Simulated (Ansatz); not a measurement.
# The vanadium atom (quartet): the correlation ladder, def2-TZVP

How much of the correlation energy of the vanadium atom (quartet) does each wave-function method recover here?

The runs use Ansatz 0.2.0, Gaussian basis; def2-TZVP, core rule «outside noble gas», up to 9 orbitals frozen.

To be run: UHF; CCSD(T) on ROHF; CCSD(T) on UHF; CISD; CCSDT(Q) on ROHF; CCSDT(Q) on UHF; Full CI.

4 further runs of the same task are left out: 4 for a known fault of the program.

### Step 1. The atom

A free atom, in its lowest state of this spin that the program finds.

1 atom, charge 0, spin multiplicity 4.

### Step 2. UHF

in.yaml

```yaml
crystal:
  periodic: [false, false, false]
  atoms:
    - {symbol: V, position_ang: [0.000000, 0.000000, 0.000000]}
basis:
  gaussian: {orbitals: def2-TZVP}
magnetization: {spin_polarized: true, initial_magnetization: 3}
hamiltonian: {xc: hf}
output: {orbitals: {seedname: orbitals}}
```

Command:

```sh
ansatz run in.yaml --threads 1 --pin off --events-out ev --progress --plain --max-ram 2393MiB
```

Further steps of the session: CCSD(T) on ROHF; CCSD(T) on UHF; CISD; CCSDT(Q) on ROHF; CCSDT(Q) on UHF; Full CI.

Q: Predict the results of all the runs planned. Wanted: FCI below the RHF energy; RMP2 from FCI; UMP2 from FCI; RCCSD from FCI; RCCSD(T) from FCI; UCCSD(T) from FCI; RCCSDT(Q) from FCI; UCCSDT(Q) from FCI; T1 diagnostic.

The runs gave:

```
                         quantity                               value
         FCI below the RHF energy                          -1.8331 eV
                    RMP2 from FCI                        +46.1 kJ/mol
                    UMP2 from FCI                        +37.5 kJ/mol
                   RCCSD from FCI                         +6.8 kJ/mol
                RCCSD(T) from FCI                         +2.2 kJ/mol
                UCCSD(T) from FCI                         -6.1 kJ/mol
               RCCSDT(Q) from FCI                         +0.1 kJ/mol
               UCCSDT(Q) from FCI                         -8.1 kJ/mol
levels within 1 kcal/mol (43 meV)  UCCSD, RCCSD(T), RCCSDT, RCCSDT(Q)
                    T1 diagnostic                               0.026
   effectively unpaired electrons                                3.09
```

**Reading.** RCCSD(T) misses by +2.2 kJ/mol, 1.2 % of the correlation energy. CCSD(T) misses by +2.2 kJ/mol on the restricted determinant and by -6.1 kJ/mol on the unrestricted one; the two need not hold the same state or core. UCCSD, UCCSD(T), UCCSDT, UCCSDT(Q) fall below full CI: unrestricted runs freeze a spin-polarised core, another one than full CI's, and coupled cluster isn't variational. One determinant dominates. These misses are within one basis, not against nature; the frozen cores of restricted and unrestricted runs differ, which can shift their rows.
